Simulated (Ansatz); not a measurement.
# H3Ta: the cost of one run

The runs use Ansatz 0.2.0, Gaussian basis; def2-QZVPP, core rule «outside noble gas», up to 4 orbitals frozen.

Plan: UHF; ROHF; CCSD(T) on UHF.

## Step 1: The geometry

The geometry is a PBE0/def2-TZVP stationary point (not a proven minimum) of the parent state, kept for this charge and spin. No spin-orbit coupling is included. Elements past krypton take def2 core potentials.

4 atoms, charge 1, spin multiplicity 4.

Atoms are counted from 1 here; the program's logs count them from 0.

Bond lengths: Ta1–H2 2.075 Å, Ta1–H3 2.075 Å, Ta1–H4 1.813 Å, H2–H3 0.801 Å. Angles: H2–Ta1–H3 22.3°, H2–Ta1–H4 168.9°, H3–Ta1–H4 168.9°, Ta1–H2–H3 78.9°, Ta1–H3–H2 78.9°.

## Step 2: UHF

The input, in.yaml:

```yaml
crystal:
  periodic: [false, false, false]
  atoms:
    - {symbol: Ta, position_ang: [0.000000, 0.000000, 0.012372]}
    - {symbol: H, position_ang: [0.000000, -0.400716, -2.023105]}
    - {symbol: H, position_ang: [0.000000, 0.400716, -2.023105]}
    - {symbol: H, position_ang: [0.000000, 0.000000, 1.825162]}
basis:
  gaussian: {orbitals: "def2-QZVPP.json"}
total_charge: 1
magnetization: {spin_polarized: true, initial_magnetization: 3}
hamiltonian: {xc: hf}
output: {orbitals: {seedname: orbitals}}
```

The run is started by

```bash
ansatz run in.yaml --threads 1 --pin off --events-out ev --progress --plain --max-ram 4096MiB --backend cpu
```

Q: Estimate wall time and peak memory on 1 thread of AMD EPYC 7R13, shared host.

About 25 s, with a peak of 0.33 GiB.
